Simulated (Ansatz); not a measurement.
# H3PSe: the cost of one run

Computed with Ansatz 0.2.0, driven from Python. Level of theory: Hartree-Fock/def2-SVP.

### 1 Starting point

Bond lengths: P1–Se2 2.262 Å, P1–H3 1.375 Å, P1–H4 1.453 Å, Se2–H5 1.537 Å. Angles: P1–Se2–H5 92.4°, Se2–P1–H3 97.5°, Se2–P1–H4 91.5°, H3–P1–H4 94.8°.

The script holds or builds the structure itself.

### 2 The script

The input, h3pse.py:

```python
"""Relaxed scan of one distance in H3PSe."""

import ansatz as az
import numpy as np

SETTINGS = {
    "basis_set": "def2-SVP",
    "functional": "HF",
}


def main() -> None:
    system = (
        az.Crystal.molecule()
        .atom("P", [-0.6849, -0.3704, 0.5329])
        .atom("Se", [1.2834, 0.6456, 0.0727])
        .atom("H", [-0.1878, -1.6328, 0.7582])
        .atom("H", [-0.9434, -0.5916, -0.88])
        .atom("H", [0.5826, 1.8756, -0.5252])
    )

    calc = system.calculation()
    calc = calc.basis(gaussian=SETTINGS["basis_set"])
    calc = calc.functional(SETTINGS["functional"])
    calc = calc.scf(lower_state_search="off")
    symbols = [site.symbol for site in system.cartesian_sites]
    pairs = [(0, 1), (0, 2), (0, 3), (1, 4)]
    print("held (A)   E (eV)        ", "  ".join(f"{symbols[i]}{i}-{symbols[j]}{j}" for i, j in pairs))
    for length in [1.34, 1.45, 1.57, 1.74, 1.96]:
        summary = calc.relax(constraints=[az.DistanceConstraint((0, 3), at=length)], force_tolerance=0.02, max_steps=60).run().report
        xyz = np.array(summary["positions_ang"])
        print(f"{length:6.2f} {summary['free_energy_ev']:14.5f}  ", "  ".join(f"{np.linalg.norm(xyz[i] - xyz[j]):.3f}" for i, j in pairs))


if __name__ == "__main__":
    main()
```

### 3 The calls as engine input

The package turns the script's settings into the engine's input (first run):

```yaml
crystal:
  periodic: [false, false, false]
  atoms:
    - { symbol: P, position_ang: [-0.6849, -0.3704, 0.5329] }
    - { symbol: Se, position_ang: [1.2834, 0.6456, 0.0727] }
    - { symbol: H, position_ang: [-0.1878, -1.6328, 0.7582] }
    - { symbol: H, position_ang: [-0.9434, -0.5916, -0.88] }
    - { symbol: H, position_ang: [0.5826, 1.8756, -0.5252] }
basis:
  gaussian:
    orbitals: def2-SVP
hamiltonian:
  xc: hf
scf:
  lower_state_search: "off"
relax:
  f_tol: 0.02
  max_steps: 60
  constraints:
    - { distance: [0, 3], at: 1.34 }
```

### 4 Running it

Launch:

```sh
$ python h3pse.py
```

What time and memory should one allow on 1 thread of Arm Neoverse V2, shared host?

About 28 s, with a peak of 0.19 GiB.
